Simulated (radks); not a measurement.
# Eu²⁹⁺ in [Ar] 3d10 4s2 4p3.75 4f0.25: an all-electron calculation

An exercise on one series of results from a longer session: the logs are not shown, and one member is left open.

Program: radks (a radial shooting solver on a logarithmic mesh, Libxc functionals) version 1. Level of theory: scalar-relativistic Kohn-Sham, PBE, spin-polarised, spherical densities, finite nucleus; open shells are filled with parallel spins first. These are calculated values, not measurements, unless marked.

### What is computed

```
element            : europium (Z = 63)
charge             : +29
electrons          : 34
configuration      : [Ar] 3d10 4s2 4p3.75 4f0.25
nuclear rms radius : 5.1115 fm
```

Set-up of the first run:

Settings of this run:

```text
Z 63
configuration [Ar] 3d10 4s2 4p3.75 4f0.25
relativity scalar-relativistic
functional pbe,pbe
spin polarised
nucleus finite rms 5.1115 fm
c 137.035999084
```

On the command line:

```sh
$ python run_ks.py task.json out
```

The same process makes all the runs of this session.

One table of the session follows, with a row left open; its other results are not shown here.

It belongs to the step «Orbitals and density». Radial moments (bohr):

```
  level      <r>  outermost maximum (interpolated)  90 % within  nodes
  1s up  0.02232                            0.0142       0.0403      0
1s down  0.02232                            0.0142       0.0403      0
  2s up  0.09501                            0.0805        0.147      1
2s down  0.09501                            0.0805        0.147      1
  2p up  0.08378                            0.0651        0.136      0
2p down  0.08378                            0.0651        0.136      0
  3s up   0.2468                             0.227        0.361      2
3s down   0.2467                             0.228        0.361      2
  3p up   0.2445                             0.223        0.365      1
3p down   0.2444                             0.223        0.365      1
  3d up   0.2215                             0.182        0.344      0
3d down   0.2214                             0.182        0.343      0
  4s up   0.5100                             0.498        0.721      3
4s down   0.5102                             0.497        0.722      3
  4p up   0.5233                             0.510        0.746      2
4p down   0.5237                             0.510        0.747      2
  4f up        ?                                 ?            ?      ?
4f down   0.5024                             0.436        0.745      0
```

Estimate the missing values for 4f up.

**Answer.** <r>: 0.5031; outermost maximum (interpolated): 0.440; 90 % within: 0.744; nodes: 0. In the column «<r>» it lies between 4f down (0.5024) and 4s up (0.5100).
